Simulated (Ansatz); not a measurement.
# W16N: the cost of one run

All numbers below are computed with Ansatz 0.2.0 (DFT PBE+D3(BJ), plane waves, PAW, scalar-relativistic, no spin polarisation).

### 1 The system as given

The cell holds 17 atoms (NW16): a = 6.320 Å, b = 6.320 Å, c = 6.320 Å, α = 90.00°, β = 90.00°, γ = 90.00°.

Its coordinates follow in the input file.

### 2 Relaxing end A

File input.yaml:

```yaml
crystal:
  lattice:
    - [6.32, 0.0, 0.0]
    - [0.0, 6.32, 0.0]
    - [0.0, 0.0, 6.32]
  atoms:
    - { symbol: W, position: [0.0, 0.0, 0.0] }
    - { symbol: W, position: [0.5, 0.0, 0.0] }
    - { symbol: W, position: [0.0, 0.5, 0.0] }
    - { symbol: W, position: [0.0, 0.0, 0.5] }
    - { symbol: W, position: [0.25, 0.25, 0.25] }
    - { symbol: W, position: [0.5, 0.5, 0.0] }
    - { symbol: W, position: [0.5, 0.0, 0.5] }
    - { symbol: W, position: [0.75, 0.25, 0.25] }
    - { symbol: W, position: [0.0, 0.5, 0.5] }
    - { symbol: W, position: [0.25, 0.75, 0.25] }
    - { symbol: W, position: [0.25, 0.25, 0.75] }
    - { symbol: W, position: [0.5, 0.5, 0.5] }
    - { symbol: W, position: [0.75, 0.75, 0.25] }
    - { symbol: W, position: [0.75, 0.25, 0.75] }
    - { symbol: W, position: [0.25, 0.75, 0.75] }
    - { symbol: W, position: [0.75, 0.75, 0.75] }
    - { symbol: "N", position: [0.0013606, 0.2497725, 0.3722399] }
basis:
  ecutwfc: 420.0
kpoints:
  mp_grid: { grid: [3, 3, 3] }
hamiltonian:
  xc: pbe
  dispersion: d3bj
scf:
  occupations: { method: fermi_dirac, width: 0.1 }
  lower_state_search: "off"
relax:
  f_tol: 0.03
  max_steps: 60
  adjacent_minimum: "off"
```

Command:

```bash
$ ansatz run input.yaml --threads 4 --pin off --max-ram 10240MiB --backend cpu --events-out ev --progress --plain --runs-dir out
```

What time and memory should one allow on 4 threads of Intel Xeon Platinum 8488C (Sapphire Rapids), shared host?

About 67 s, with a peak of 1.2 GiB.
